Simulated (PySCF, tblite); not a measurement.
**C6H13PSi: geometry, infrared bands and NMR shifts**

Aim: predict the infrared bands and NMR shifts of C6H13PSi (`C#CPC[Si](C)(C)C`).

Computed with tblite 0.8.0 and PySCF 2.14.0, with density-fitted response routines of our own, on a single molecule in the gas phase. Atoms count from 0, in the outputs and in this text.

## Step 1: The molecule as given

21 atoms, charge 0, multiplicity 1; geometry from: force field or distance geometry start.

Bonds of the start (Å): C0–C1 1.21, C1–P2 1.82, P2–C3 1.86, C3–Si4 1.88, Si4–C5 1.90, Si4–C6 1.87, Si4–C7 1.87, C0–H8 1.06, P2–H9 1.41, C3–H10 1.08, C3–H11 1.09, C5–H12 1.09, C5–H13 1.08, C5–H14 1.09, C6–H15 1.08, C6–H16 1.09, C6–H17 1.10, C7–H18 1.10, C7–H19 1.09, C7–H20 1.09.

## Step 2: Optimising the geometry with GFN2-xTB

The job: settings as JSON, then the geometry in Å.

```
{"job": {"kind": "relax", "xc": "GFN2-xTB", "basis": "xTB"}, "charge": 0, "multiplicity": 1}
C      4.596100     0.388300     0.826800
C      3.420300     0.200100     1.041700
P      1.660300    -0.106900     1.399600
C      0.949200     0.414400    -0.237300
Si    -0.892700     0.022500    -0.274400
C     -1.553400     0.566800    -1.970200
C     -1.210400    -1.813800    -0.099400
C     -1.820400     0.974100     1.047700
H      5.624900     0.562700     0.634200
H      1.622100    -1.504000     1.189300
H      1.098700     1.479300    -0.378400
H      1.452800    -0.122700    -1.042600
H     -1.394300     1.641400    -2.101600
H     -2.615900     0.361700    -2.047000
H     -1.037200     0.038200    -2.767100
H     -0.644100    -2.382600    -0.825800
H     -2.272100    -2.033600    -0.236400
H     -0.926400    -2.174500     0.899700
H     -2.905000     0.818800     0.940200
H     -1.620400     2.043700     0.972300
H     -1.540900     0.643200     2.048800
```

Run with:

```
$ OMP_NUM_THREADS=1 python probes_run.py task.json out
```

This one command runs all jobs of the session in turn.

**Question.** This job is followed by: GFN2-xTB harmonic vibrations, gas phase; GIAO PBE0/pcSseg-1 NMR shielding, non-relativistic, gas phase. What will the session give for the following? strongest single infrared mode (GFN2-xTB); zero-point energy (GFN2-xTB); 13C shifts against TMS (PBE0/pcSseg-1, means over atoms taken as alike); 1H shifts against TMS (PBE0/pcSseg-1, means over atoms taken as alike); 31P shifts against H3PO4 (PBE0/pcSseg-1); 29Si shifts against TMS (PBE0/pcSseg-1).

As calculated:

```
                                                               quantity                       value
                              strongest single infrared mode (GFN2-xTB)        872 cm⁻¹, 315 km/mol
                                           zero-point energy (GFN2-xTB)              103.8 kcal/mol
13C shifts against TMS (PBE0/pcSseg-1, means over atoms taken as alike)  99.0, 88.3, 14.7, -0.9 ppm
 1H shifts against TMS (PBE0/pcSseg-1, means over atoms taken as alike)  4.19, 2.21, 1.22, 0.06 ppm
                               31P shifts against H3PO4 (PBE0/pcSseg-1)                  -143.5 ppm
                                29Si shifts against TMS (PBE0/pcSseg-1)                     0.8 ppm
```

In words: The optimisation took 44 steps and gained 0.159 eV; among the close pairs (by a distance rule), C1–P2 changed most, from 1.822 to 1.768 Å. All 57 modes are real, so the xTB geometry is a minimum. GFN2-xTB is a fitted tight-binding method: band positions and strengths are rough. Its intensities can rank the bands wrongly. At PBE0/pcSseg-1: The largest span, 308 ppm, is at C1, where the paramagnetic term is -171 ppm.
